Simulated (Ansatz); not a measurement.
# CH₇AlO₂Si: how energies converge with the basis set

Aim: see how fast density functionals converge with the basis set for CH₇AlO₂Si.

The runs use Ansatz 0.2.0, Gaussian basis; one geometry, several basis sets.

Levels to be run: PBE0-D4/def2-SVP; ωB97M-V/def2-SVP; PBE0-D4/def2-QZVPP; ωB97M-V/def2-QZVPP; the functionals' def2-TZVPP values are taken from earlier runs.

**1. Structure used throughout**

All runs share one geometry, relaxed beforehand with PBE0-D4 in a triple-zeta def2 set.

SMILES `[CH3][Al]([OH])[O][SiH3]`, 12 atoms, charge 0, spin multiplicity 1.

Atoms are counted from 1 here; the program's logs count them from 0.

Bond lengths: C1–Al2 1.933 Å, C1–H6 1.092 Å, C1–H7 1.094 Å, C1–H8 1.094 Å, Al2–O3 1.693 Å, Al2–O4 1.687 Å, O3–H9 0.956 Å, O4–Si5 1.620 Å, Si5–H10 1.488 Å, Si5–H11 1.488 Å, Si5–H12 1.489 Å. Angles: Al2–C1–H6 111.6°, Al2–C1–H7 110.9°, Al2–C1–H8 111.1°, H6–C1–H7 107.9°, H6–C1–H8 108.3°, H7–C1–H8 106.7°, C1–Al2–O3 119.5°, C1–Al2–O4 121.5°, O3–Al2–O4 119.0°, Al2–O3–H9 123.2°, Al2–O4–Si5 173.1°, O4–Si5–H10 110.2°, O4–Si5–H11 110.3°, O4–Si5–H12 110.7°, H10–Si5–H11 108.6°, H10–Si5–H12 108.5°, H11–Si5–H12 108.4°.

**2. PBE0-D4 in def2-SVP**

File in.yaml:

```yaml
crystal:
  periodic: [false, false, false]
  atoms:
    - {symbol: C, position_ang: [2.025312, 0.990444, -0.276739]}
    - {symbol: Al, position_ang: [0.652259, 0.063832, 0.719422]}
    - {symbol: O, position_ang: [0.916764, -0.317034, 2.347971]}
    - {symbol: O, position_ang: [-0.808697, -0.380768, 0.002478]}
    - {symbol: Si, position_ang: [-2.150317, -0.710650, -0.842546]}
    - {symbol: H, position_ang: [2.856269, 1.289035, 0.365191]}
    - {symbol: H, position_ang: [2.425401, 0.355071, -1.072476]}
    - {symbol: H, position_ang: [1.625417, 1.886011, -0.760407]}
    - {symbol: H, position_ang: [0.277018, -0.776847, 2.888824]}
    - {symbol: H, position_ang: [-2.040204, -2.050290, -1.481083]}
    - {symbol: H, position_ang: [-3.339014, -0.709046, 0.052960]}
    - {symbol: H, position_ang: [-2.363209, 0.305241, -1.909695]}
basis:
  gaussian: {orbitals: def2-SVP}
hamiltonian: {xc: pbe0, dispersion: d4}
output: {orbitals: {seedname: orbitals}}
```

Run with:

```bash
> ansatz run in.yaml --threads 4 --pin off --events-out ev --progress --plain --max-ram 10444MiB
```

Standard output:

```text
Functional definition: PBE0
  name "PBE0"
  cite "Adamo & Barone, J. Chem. Phys. 110, 6158 (1999) doi:10.1063/1.478522"
  cite "Perdew, Burke & Ernzerhof, Phys. Rev. Lett. 77, 3865 (1996) doi:10.1103/PhysRevLett.77.3865"
  parent pbe
  parameter a = 0.25
  parameter kappa = 0.804
  parameter beta = 0.06672455060314922
  exchange = (1 - a)*pbe_x(kappa = kappa, mu = beta*pi^2/3) + a*exact_x
  correlation = pbe_c(beta = beta)
1272 factors; their error is unknown
mean field evaluation 1: about -19690.7031 eV, gradient 8.0e1 eV
mean field evaluation 2: about -19675.4401 eV, gradient 1.2e2 eV
mean field evaluation 4: about -19702.8957 eV, gradient 4.6e0 eV
mean field evaluation 8: about -19703.0953 eV, gradient 1.8e-1 eV
mean field -19703.09537162 eV, -724.0753996693 hartree, gradient 2.6e-5 eV, S^2 0.000000; 0 other end points of the search recorded, 0 dependent functions left out
reference -19703.09540556 eV, -724.0754009167 hartree; 28, 28 occupied and 85, 85 virtual orbitals, 1272 factors
Total energy: -19703.28632843 eV, -724.0824172025 hartree
```

It took 0.9 s on 4 threads of Intel Xeon at 2.60GHz, shared host.

**3. ωB97M-V in def2-SVP**

in.yaml: that of step 2 with these lines changed.

```diff
@@ -17,3 +17,3 @@
   gaussian: {orbitals: def2-SVP}
-hamiltonian: {xc: pbe0, dispersion: d4}
+hamiltonian: {xc: {name: wB97M-V}}
 output: {orbitals: {seedname: orbitals}}
```

Same command.

Standard output:

```text
Functional definition: wB97M-V
  name "wB97M-V"
  cite "Mardirossian & Head-Gordon, J. Chem. Phys. 144, 214110 (2016) doi:10.1063/1.4952647"
  cite "Becke, J. Chem. Phys. 107, 8554 (1997) doi:10.1063/1.475007"
  cite "Vydrov & Van Voorhis, J. Chem. Phys. 133, 244103 (2010) doi:10.1063/1.3521275"
  # Of w^i u^j: cxij and so on, Table III.
  parameter omega = 0.3/bohr
  parameter cx = 0.15
  parameter cx01 = 1.007
  parameter cx10 = 0.259
  parameter css00 = 0.443
  parameter css04 = -1.437
  parameter css10 = -4.535
  parameter css20 = -3.390
  parameter css43 = 4.278
  parameter cos00 = 1.000
  parameter cos10 = 1.358
  parameter cos20 = 2.924
  parameter cos21 = -8.812
  parameter cos60 = -1.390
  parameter cos61 = 9.142
  parameter b = 6.0
  parameter c = 0.01
  gx(w, u) = 1 - cx + cx01*u + cx10*w
  gss(w, u) = css00 + css04*u^4 + css10*w + css20*w^2 + css43*w^4*u^3
  gos(w, u) = cos00 + cos10*w + (cos20 + cos21*u)*w^2 + (cos60 + cos61*u)*w^6
  exchange = spin_sum(e_x_unif_sr(omega)*gx(b97_w, b97_u_x)) + cx*exact_x_sr(omega) + exact_x_lr(omega)
  correlation = spin_sum(e_c_pw_mod_same_spin*gss(b97_w, b97_u_same))
      + integral(e_c_pw_mod_opposite_spin*gos(b97_w_opposite, b97_u_opposite)) + vv10(b, c)
1253 factors; their error is unknown
348 factors; integrals over basis functions are off by at most 7.5e-6 eV
mean field evaluation 1: about -19703.4935 eV, gradient 6.8e1 eV
mean field evaluation 2: about -19702.6987 eV, gradient 7.4e1 eV
mean field evaluation 4: about -19712.1904 eV, gradient 2.0e0 eV
mean field evaluation 8: about -19712.2044 eV, gradient 2.4e-2 eV
mean field evaluation 16: about -19712.2664 eV, gradient 5.5e-5 eV
mean field -19712.26641310 eV, -724.4124292272 hartree, gradient 5.5e-5 eV, S^2 0.000000; 0 other end points of the search recorded, 0 dependent functions left out
reference -19712.26646630 eV, -724.4124311823 hartree; 28, 28 occupied and 85, 85 virtual orbitals, 1253 factors
Total energy: -19712.26646630 eV, -724.4124311823 hartree
```

It took 3.3 s on 4 threads of Intel Xeon at 2.60GHz, shared host.

**4. PBE0-D4 in def2-QZVPP**

in.yaml: that of step 3 with these lines changed.

```diff
@@ -16,4 +16,4 @@
 basis:
-  gaussian: {orbitals: def2-SVP}
-hamiltonian: {xc: {name: wB97M-V}}
+  gaussian: {orbitals: "def2-QZVPP.json"}
+hamiltonian: {xc: pbe0, dispersion: d4}
 output: {orbitals: {seedname: orbitals}}
```

Launched as before.

Standard output:

```text
Functional definition: PBE0
  name "PBE0"
  cite "Adamo & Barone, J. Chem. Phys. 110, 6158 (1999) doi:10.1063/1.478522"
  cite "Perdew, Burke & Ernzerhof, Phys. Rev. Lett. 77, 3865 (1996) doi:10.1103/PhysRevLett.77.3865"
  parent pbe
  parameter a = 0.25
  parameter kappa = 0.804
  parameter beta = 0.06672455060314922
  exchange = (1 - a)*pbe_x(kappa = kappa, mu = beta*pi^2/3) + a*exact_x
  correlation = pbe_c(beta = beta)
1759 factors; their error is unknown
mean field evaluation 1: about -19699.7300 eV, gradient 9.5e1 eV
mean field evaluation 2: about -19676.0631 eV, gradient 1.4e2 eV
mean field evaluation 4: about -19715.4879 eV, gradient 7.7e0 eV
mean field evaluation 8: about -19715.6169 eV, gradient 1.8e-1 eV
mean field evaluation 16: about -19715.6276 eV, gradient 2.7e-5 eV
mean field -19715.62763265 eV, -724.5359517674 hartree, gradient 2.7e-5 eV, S^2 0.000000; 0 other end points of the search recorded, 0 dependent functions left out
reference -19715.62768272 eV, -724.5359536077 hartree; 28, 28 occupied and 493, 493 virtual orbitals, 1759 factors
Total energy: -19715.81860559 eV, -724.5429698936 hartree
```

It took 7.5 s on 4 threads of Intel Xeon at 2.60GHz, shared host; peak memory 2 GiB.

**5. ωB97M-V in def2-QZVPP**

in.yaml: that of step 4 with these lines changed.

```diff
@@ -17,3 +17,3 @@
   gaussian: {orbitals: "def2-QZVPP.json"}
-hamiltonian: {xc: pbe0, dispersion: d4}
+hamiltonian: {xc: {name: wB97M-V}}
 output: {orbitals: {seedname: orbitals}}
```

Launched as before.

Standard output:

```text
Functional definition: wB97M-V
  name "wB97M-V"
  cite "Mardirossian & Head-Gordon, J. Chem. Phys. 144, 214110 (2016) doi:10.1063/1.4952647"
  cite "Becke, J. Chem. Phys. 107, 8554 (1997) doi:10.1063/1.475007"
  cite "Vydrov & Van Voorhis, J. Chem. Phys. 133, 244103 (2010) doi:10.1063/1.3521275"
  # Of w^i u^j: cxij and so on, Table III.
  parameter omega = 0.3/bohr
  parameter cx = 0.15
  parameter cx01 = 1.007
  parameter cx10 = 0.259
  parameter css00 = 0.443
  parameter css04 = -1.437
  parameter css10 = -4.535
  parameter css20 = -3.390
  parameter css43 = 4.278
  parameter cos00 = 1.000
  parameter cos10 = 1.358
  parameter cos20 = 2.924
  parameter cos21 = -8.812
  parameter cos60 = -1.390
  parameter cos61 = 9.142
  parameter b = 6.0
  parameter c = 0.01
  gx(w, u) = 1 - cx + cx01*u + cx10*w
  gss(w, u) = css00 + css04*u^4 + css10*w + css20*w^2 + css43*w^4*u^3
  gos(w, u) = cos00 + cos10*w + (cos20 + cos21*u)*w^2 + (cos60 + cos61*u)*w^6
  exchange = spin_sum(e_x_unif_sr(omega)*gx(b97_w, b97_u_x)) + cx*exact_x_sr(omega) + exact_x_lr(omega)
  correlation = spin_sum(e_c_pw_mod_same_spin*gss(b97_w, b97_u_same))
      + integral(e_c_pw_mod_opposite_spin*gos(b97_w_opposite, b97_u_opposite)) + vv10(b, c)
1696 factors; their error is unknown
453 factors; integrals over basis functions are off by at most 1.3e-5 eV
mean field evaluation 1: about -19713.8120 eV, gradient 8.1e1 eV
mean field evaluation 2: about -19711.6896 eV, gradient 9.1e1 eV
mean field evaluation 4: about -19724.9175 eV, gradient 2.8e0 eV
mean field evaluation 8: about -19724.9394 eV, gradient 4.6e-2 eV
mean field evaluation 16: about -19724.9408 eV, gradient 1.8e-5 eV
mean field -19724.94079081 eV, -724.8782040172 hartree, gradient 1.8e-5 eV, S^2 0.000000; 0 other end points of the search recorded, 0 dependent functions left out
reference -19724.94087212 eV, -724.8782070054 hartree; 28, 28 occupied and 493, 493 virtual orbitals, 1696 factors
Total energy: -19724.94087212 eV, -724.8782070054 hartree
```

Run time: 16 s. Hardware: 4 threads of Intel Xeon at 2.60GHz, shared host; peak memory 2.4 GiB.

**6. Functionals by basis**

The def2-TZVPP values come from earlier runs at the same geometry.

```csv
functional,basis,functions,energy (eV),from the largest (eV),HOMO (eV),LUMO (eV)
PBE0-D4,def2-SVP,113,-19703.2863,12.532,-8.29,0.02
PBE0-D4,def2-TZVPP,275,-19715.0023,0.816,-8.40,-0.32
PBE0-D4,def2-QZVPP,521,-19715.8186,0.000,-8.42,-0.56
ωB97M-V,def2-SVP,113,-19712.2665,12.674,-10.56,1.60
ωB97M-V,def2-TZVPP,275,-19724.1789,0.762,-10.70,1.18
ωB97M-V,def2-QZVPP,521,-19724.9409,0.000,-10.72,0.70
```

**7. What came out**

| quantity | value |
| --- | --- |
| PBE0-D4: double and triple zeta above quadruple | 12.53, 0.82 eV |
| ωB97M-V: double and triple zeta above quadruple | 12.67, 0.76 eV |

What this shows: PBE0-D4 gains 11.72 eV from double to triple zeta, then 0.82 eV more. Total energies overstate the basis error of differences, where much of it tends to cancel. The LUMO of ωB97M-V is positive and keeps falling with the basis (1.60 to 0.70 eV): an unbound level that the basis holds in place.

For PBE0-D4 the largest set took about 8 times as long as the smallest (7.5 s against 0.9 s).
